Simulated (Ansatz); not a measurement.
# GeH3F (GeFH3) at 6 levels

Aim: a comparison of 6 runs (HF/STO-3G, HF/3-21G, RPA/Sapporo-TZP, CCSDTQ/ANO-RCC-MB, BCCD(T)/6-311G*, CCSD(T)/def2-SVPD) of GeH3F (GeFH3). 

The calculation is run with Ansatz 0.2.0.

2 further runs of the same task are left out: 2 that didn't finish.

### Step 1. The system as given

The species is GeH3F (5 atoms), meant as a singlet with charge 0. As SMILES, `[H][Ge]([H])([H])[F]`. The shape comes from GFN2-xTB, which is rough for such elements, and wasn't checked as a minimum.

Bond lengths: Ge1–F2 1.735 Å, Ge1–H3 1.493 Å, Ge1–H4 1.492 Å, Ge1–H5 1.493 Å. Angles: F2–Ge1–H3 103.4°, F2–Ge1–H4 103.3°, F2–Ge1–H5 103.4°, H3–Ge1–H4 114.7°, H3–Ge1–H5 114.9°, H4–Ge1–H5 114.9°.

### Step 2. Energy and forces at HF/STO-3G (run 1)

input.yaml reads:

```yaml
crystal:
  periodic: [false, false, false]
  atoms:
    - {symbol: Ge, position_ang: [-0.001260, 0.000720, -0.139740]}
    - {symbol: F, position_ang: [0.010260, -0.018210, 1.594920]}
    - {symbol: H, position_ang: [1.448570, 0.011740, -0.494610]}
    - {symbol: H, position_ang: [-0.731820, 1.260740, -0.465520]}
    - {symbol: H, position_ang: [-0.725750, -1.254990, -0.495050]}
basis:
  gaussian: {orbitals: STO-3G}
hamiltonian: {xc: hf}
accuracy: high
output: {forces: true, orbitals: {seedname: orbitals}}
```

Started as:

```sh
$ ansatz run input.yaml --threads 1 --pin off --max-ram 2610MiB --events-out events.jsonl --progress --plain --runs-dir runs
```

Output:

```text
Warning: RAYON_NUM_THREADS=1 ignored (pool sized by the plan → 1); use --threads N
Functional definition: HF
  name "HF"
  exchange = exact_x
  correlation = 0
388 factors; integrals over basis functions are off by at most 4.4e-9 eV
mean field evaluation 1: about -58544.8825 eV, gradient 1.6e1 eV
mean field evaluation 2: about -58544.9161 eV, gradient 1.6e1 eV
mean field evaluation 4: about -58546.4155 eV, gradient 1.2e0 eV
mean field evaluation 8: about -58546.4253 eV, gradient 1.8e-6 eV
mean field -58546.42528214 eV, -2151.5414449264 hartree, gradient 4.4e-8 eV, S^2 0.000000; 0 other end points of the search recorded, 0 dependent functions left out
the calculation of the forces begins
reference -58546.42528214 eV, -2151.5414449264 hartree; 22, 22 occupied and 4, 4 virtual orbitals, 388 factors
Total energy: -58546.42528214 eV, -2151.5414449264 hartree
Atom 0 at    -0.001260     0.000720    -0.139740 Å, force     0.016558     0.000920     1.282513 eV/Å
Atom 1 at     0.010260    -0.018210     1.594920 Å, force    -0.005152     0.002750    -0.681505 eV/Å
Atom 2 at     1.448570     0.011740    -0.494610 Å, force    -1.326169    -0.012503    -0.190880 eV/Å
Atom 3 at    -0.731820     1.260740    -0.465520 Å, force     0.655050    -1.144324    -0.220025 eV/Å
Atom 4 at    -0.725750    -1.254990    -0.495050 Å, force     0.659713     1.153157    -0.190104 eV/Å
Dipole moment:    -0.002749     0.002608    -0.348406 e Å
```

Run time: 0.34 s. Hardware: 1 thread of Arm Neoverse V2, shared host.

### Step 3. Energy and forces at HF/3-21G (run 2)

job.yaml reads:

```yaml
crystal:
  periodic: [false, false, false]
  atoms:
    - symbol: Ge
      position_ang: [-0.001260, 0.000720, -0.139740]
    - symbol: F
      position_ang: [0.010260, -0.018210, 1.594920]
    - symbol: H
      position_ang: [1.448570, 0.011740, -0.494610]
    - symbol: H
      position_ang: [-0.731820, 1.260740, -0.465520]
    - symbol: H
      position_ang: [-0.725750, -1.254990, -0.495050]
basis:
  gaussian: {orbitals: 3-21G-spherical.json}
hamiltonian: {xc: hf}
accuracy: high
output: {forces: true, orbitals: {seedname: orbitals}}
```

The basis set 3-21G is read from a file made from the Basis Set Exchange's data (not shown).

Started as:

```sh
$ ansatz run job.yaml --threads 1 --pin off --max-ram 2610MiB --events-out events.jsonl --progress --plain --runs-dir runs
```

Output (excerpt; [...] marks lines left out):

```text
Warning: RAYON_NUM_THREADS=1 ignored (pool sized by the plan → 1); use --threads N
[... 2 set-up lines as earlier in the session ...]
[...]
620 factors; integrals over basis functions are off by at most 3.9e-9 eV
[...]
mean field -58939.79311025 eV, -2165.9974459752 hartree, gradient 2.8e-8 eV, S^2 0.000000; 0 other end points of the search recorded, 0 dependent functions left out
[...]
reference -58939.79311025 eV, -2165.9974459752 hartree; 22, 22 occupied and 15, 15 virtual orbitals, 620 factors
Total energy: -58939.79311025 eV, -2165.9974459752 hartree
Atom 0 at    -0.001260     0.000720    -0.139740 Å, force     0.024092    -0.021180     2.730641 eV/Å
Atom 1 at     0.010260    -0.018210     1.594920 Å, force    -0.006702     0.004641    -0.877052 eV/Å
Atom 2 at     1.448570     0.011740    -0.494610 Å, force     0.579968     0.002243    -0.621211 eV/Å
Atom 3 at    -0.731820     1.260740    -0.465520 Å, force    -0.304798     0.512549    -0.612131 eV/Å
Atom 4 at    -0.725750    -1.254990    -0.495050 Å, force    -0.292560    -0.498254    -0.620248 eV/Å
Dipole moment:    -0.004584     0.005166    -0.602925 e Å
```

Run time: 0.42 s. Hardware: 1 thread of Arm Neoverse V2, shared host; peak memory 0.09 GiB.

Runs 3 to 4 aren't shown in full; the table further down has their settings and results.

### Step 4. Energy and gradient at BCCD(T)/6-311G(d) (density fitting with cc-pVTZ-jkfit, cc-pVTZ-rifit for correlation) (run 5)

in.yaml reads:

```yaml
crystal:
  periodic: [false, false, false]
  atoms:
    - {symbol: Ge, position_ang: [-0.001260, 0.000720, -0.139740]}
    - {symbol: F, position_ang: [0.010260, -0.018210, 1.594920]}
    - {symbol: H, position_ang: [1.448570, 0.011740, -0.494610]}
    - {symbol: H, position_ang: [-0.731820, 1.260740, -0.465520]}
    - {symbol: H, position_ang: [-0.725750, -1.254990, -0.495050]}
basis:
  gaussian:
    orbitals: 6-311Gs.json
    fitting: {mean_field: cc-pVTZ-jkfit, correlation: cc-pVTZ-rifit}
total_charge: 0
hamiltonian: {pseudopotentials: {relativity: none}}
correlation: {method: bccd_t, electrons: outside_noble_gas, diis_vectors: 12}
scf: {omitted_lower_state_checks: [starts]}
output: {forces: true, orbitals: {seedname: orbitals}}
```

The basis set 6-311G* is read from a file made from the Basis Set Exchange's data (not shown).

Started as:

```sh
$ ansatz run in.yaml --threads 1 --pin off --max-ram 2610MiB --events-out events.jsonl --progress --plain --runs-dir runs
```

Output (excerpt; [...] marks lines left out):

```text
Warning: RAYON_NUM_THREADS=1 ignored (pool sized by the plan → 1); use --threads N
[... 2 set-up lines as earlier in the session ...]
[...]
376 factors; integrals over basis functions are off by at most 5.1e-1 eV
337 factors; integrals over basis functions are off by at most 4.1e2 eV
[...]
mean field -59226.85976582 eV, -2176.5469509865 hartree, gradient 8.8e-7 eV, S^2 0.000000; 0 other end points of the search recorded, 0 dependent functions left out
15 core orbitals not correlated: weight in the atoms' cores, before any rotation towards them, 0.943 or more for the frozen orbitals, at most 0.056 for the correlated occupied ones
reference -59226.85976582 eV, -2176.5469509865 hartree; 7, 7 occupied and 49, 49 virtual orbitals, 337 factors
second order -7.94665918 eV of doubles, -0.00000000 eV of singles
cycle   1  -8.09807829 eV  change   -1.5e-1 eV  update   7.2e-2
[...]
cycle   9  -8.39087917 eV  change   -7.0e-6 eV  update   8.5e-6
perturbative correction -0.20689031 eV, -0.0076030786 hartree
[...]
Total energy: -59235.45753530 eV, -2176.8629131871 hartree
Atom 0 at    -0.001260     0.000720    -0.139740 Å, force     0.009195    -0.001658     0.661181 eV/Å
Atom 1 at     0.010260    -0.018210     1.594920 Å, force     0.004787    -0.012641     0.812373 eV/Å
Atom 2 at     1.448570     0.011740    -0.494610 Å, force     0.956994     0.004078    -0.497014 eV/Å
Atom 3 at    -0.731820     1.260740    -0.465520 Å, force    -0.491482     0.836955    -0.480054 eV/Å
Atom 4 at    -0.725750    -1.254990    -0.495050 Å, force    -0.479493    -0.826735    -0.496486 eV/Å
Dipole moment:    -0.003842     0.004689    -0.519697 e Å
Checks for a lower state left out: starts
```

Wall time 3.6 s (1 thread of Arm Neoverse V2, shared host); peak memory 0.19 GiB.

### Step 5. Energy and forces at CCSD(T)/def2-SVPD (run 6)

in.yaml reads:

```yaml
crystal:
  periodic: [false, false, false]
  atoms:
    - {symbol: Ge, position_ang: [-0.001260, 0.000720, -0.139740]}
    - {symbol: F, position_ang: [0.010260, -0.018210, 1.594920]}
    - {symbol: H, position_ang: [1.448570, 0.011740, -0.494610]}
    - {symbol: H, position_ang: [-0.731820, 1.260740, -0.465520]}
    - {symbol: H, position_ang: [-0.725750, -1.254990, -0.495050]}
basis:
  gaussian: {orbitals: def2-SVPD}
correlation: {method: ccsd_t, frozen_orbitals: {F: 1, Ge: 9, H: 0}}
accuracy: high
scf: {omitted_lower_state_checks: [cluster_reference, increment]}
output: {forces: true, orbitals: {seedname: orbitals}}
```

Started as:

```sh
$ ansatz run in.yaml --threads 1 --pin off --max-ram 2610MiB --events-out events.jsonl --progress --plain --runs-dir runs
```

Output:

```text
Warning: RAYON_NUM_THREADS=1 ignored (pool sized by the plan → 1); use --threads N
[... 11 lines left out ...]
10 core orbitals not correlated: weight in the atoms' cores, before any rotation towards them, 1.000 or more for the frozen orbitals, at most 0.000 for the correlated occupied ones
[... 23 lines left out ...]
Total energy: -59231.06762240 eV, -2176.7015868635 hartree
[... 5 lines left out ...]
Dipole moment:    -0.003817     0.004694    -0.517434 e Å
Checks for a lower state left out: cluster_reference, increment
```

Run time: 62 s. Hardware: 1 thread of Arm Neoverse V2, shared host; peak memory 0.64 GiB.

### Step 6. All runs side by side

| run | level | task | frozen core orbitals | energy (Eh) | dipole moment (D) | HOMO energy (eV) | LUMO energy (eV) | wall time |
| --- | --- | --- | --- | --- | --- | --- | --- | --- |
| 1 | HF/STO-3G | gradient | – | -2151.541445 | 1.67 | -10.22 | 11.35 | 0.34 s |
| 2 | HF/3-21G | gradient | – | -2165.997446 | 2.90 | -13.14 | 3.45 | 0.42 s |
| 3 | RPA/Sapporo-TZP | energy | 10 | -2177.150659 | – | -13.39 | 2.25 | 9.6 s |
| 4 | CCSDTQ/ANO-RCC-MB (sfX2C) | energy | 10 | -2198.354401 | – | – | – | 11 s |
| 5 | BCCD(T)/6-311G* (density fitting with cc-pVTZ-jkfit, cc-pVTZ-rifit for correlation) | gradient | 15 | -2176.862913 | 2.50 | -13.43 | 2.52 | 3.6 s |
| 6 | CCSD(T)/def2-SVPD | gradient | 10 | -2176.701587 | 2.49 | -13.44 | 2.09 | 62 s |

### Step 7. What came out

| quantity | value |
| --- | --- |
| run 6: total energy | -2176.70159 Eh |
| run 6: dipole moment (correlated density) | 2.49 D |
| run 6: HOMO energy (Hartree–Fock orbitals) | -13.44 eV |
| run 6: LUMO energy (Hartree–Fock orbitals) | 2.09 eV |
| run 6: HOMO–LUMO gap (Hartree–Fock orbitals) | 15.53 eV |
| run 6: correlation energy (10 core orbitals frozen) | -464.5 mEh |
| run 6: (T) correction | -10.58 mEh |
| run 6: T1 diagnostic | 0.012 |
| run 6: largest force on an atom | 1.217 eV/Å |

Over runs 1, 2, 5, 6 the dipole moment (its size) runs from 1.67 D (HF/STO-3G) to 2.90 D (HF/3-21G). Some runs of one species differ in core potentials or relativity; totals across that change don't compare. In runs 1, 4 the basis is minimal, so the values are rough. All runs together took 87 s, the longest 62 s.
